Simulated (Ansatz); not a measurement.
**CH6O3Si: one species, many methods**

An exercise on one series of results from a longer session: the logs are not shown, and one member is left open.

The runs use Ansatz 0.2.0, Gaussian basis; functionals in def2-TZVPP, the program's frozen cores in correlated methods.

Levels to be run: PBE-D4, r2SCAN-D4, PBE0-D4, B3LYP-D4, ωB97X-V, ωB97M-V, B2PLYP; CCSD(T)/def2-TZVPP; MP2/def2-QZVPP; extrapolation to the limit.

## Structure used throughout

An earlier PBE0-D4 in a triple-zeta def2 set relaxation fixed the geometry.

SMILES `O[SiH2]C(O)O`, 11 atoms, charge 0, spin multiplicity 1.

Atoms are counted from 1 here; the program's logs count them from 0.

Bond lengths: O1–Si2 1.653 Å, O1–H6 0.959 Å, Si2–C3 1.902 Å, Si2–H7 1.487 Å, Si2–H8 1.481 Å, C3–O4 1.411 Å, C3–O5 1.407 Å, C3–H9 1.097 Å, O4–H10 0.964 Å, O5–H11 0.964 Å. Angles: Si2–O1–H6 115.6°, O1–Si2–C3 106.1°, O1–Si2–H7 112.2°, O1–Si2–H8 106.2°, C3–Si2–H7 110.7°, C3–Si2–H8 110.3°, H7–Si2–H8 111.1°, Si2–C3–O4 105.4°, Si2–C3–O5 111.0°, Si2–C3–H9 113.4°, O4–C3–O5 111.8°, O4–C3–H9 110.8°, O5–C3–H9 104.6°, C3–O4–H10 108.2°, C3–O5–H11 108.1°.

As a file:

```
atom    x (Å)    y (Å)    z (Å)
  O1  -1.4832  -0.2483   1.2430
 Si2  -0.9835  -0.6330  -0.2849
  C3   0.7857   0.0471  -0.4488
  O4   0.6515   1.4516  -0.4095
  O5   1.6063  -0.4281   0.5905
  H6  -1.6167   0.6865   1.4132
  H7  -1.8690  -0.0532  -1.3293
  H8  -0.9740  -2.1122  -0.3561
  H9   1.2915  -0.2707  -1.3691
 H10   1.5332   1.8387  -0.4485
 H11   1.1236  -0.3353   1.4201
```

Set-up of the first run:

Contents of in.yaml:

```yaml
crystal:
  periodic: [false, false, false]
  atoms:
    - {symbol: O, position_ang: [-1.483191, -0.248336, 1.243013]}
    - {symbol: Si, position_ang: [-0.983471, -0.632992, -0.284882]}
    - {symbol: C, position_ang: [0.785729, 0.047096, -0.448800]}
    - {symbol: O, position_ang: [0.651463, 1.451628, -0.409498]}
    - {symbol: O, position_ang: [1.606326, -0.428125, 0.590459]}
    - {symbol: H, position_ang: [-1.616670, 0.686465, 1.413194]}
    - {symbol: H, position_ang: [-1.868965, -0.053234, -1.329298]}
    - {symbol: H, position_ang: [-0.974023, -2.112160, -0.356120]}
    - {symbol: H, position_ang: [1.291466, -0.270685, -1.369056]}
    - {symbol: H, position_ang: [1.533155, 1.838691, -0.448532]}
    - {symbol: H, position_ang: [1.123580, -0.335349, 1.420119]}
basis:
  gaussian: {orbitals: def2-TZVPP}
hamiltonian: {xc: pbe, dispersion: d4}
output: {forces: true, orbitals: {seedname: orbitals}}
```

Started as:

```
$ ansatz run in.yaml --threads 4 --pin off --events-out ev --progress --plain --max-ram 10444MiB
```

Among the steps run: PBE-D4 (GGA); r2SCAN-D4 (meta-GGA); PBE0-D4 (hybrid); B3LYP-D4 (hybrid); ωB97X-V (range-separated); ωB97M-V (range-separated); B2PLYP (double hybrid); CCSD(T) in def2-TZVPP; MP2 in def2-QZVPP.

One table of the session follows, with a row left open; its other results are not shown here.

```
            method  atomisation energy (kcal/mol)
            PBE-D4                              ?
         r2SCAN-D4                          963.5
           PBE0-D4                          955.3
          B3LYP-D4                          959.0
           ωB97X-V                          965.8
           ωB97M-V                          966.6
            B2PLYP                          950.8
     HF/def2-TZVPP                          664.8
    MP2/def2-TZVPP                          959.2
   CCSD/def2-TZVPP                          922.1
CCSD(T)/def2-TZVPP                          937.7
           MP2/CBS                          989.0
       CCSD(T)/CBS                          967.5
```

Estimate the missing values for PBE-D4.

**Answer.** atomisation energy (kcal/mol): 980.2. In the column «atomisation energy (kcal/mol)» it lies between CCSD(T)/CBS (967.5) and MP2/CBS (989.0).

Caveats from the session: Free atoms (3 O, 1 Si, 1 C, 6 H) were run apart at each level; the atomisation energy is their sum less the molecule, without zero-point or spin-orbit terms.
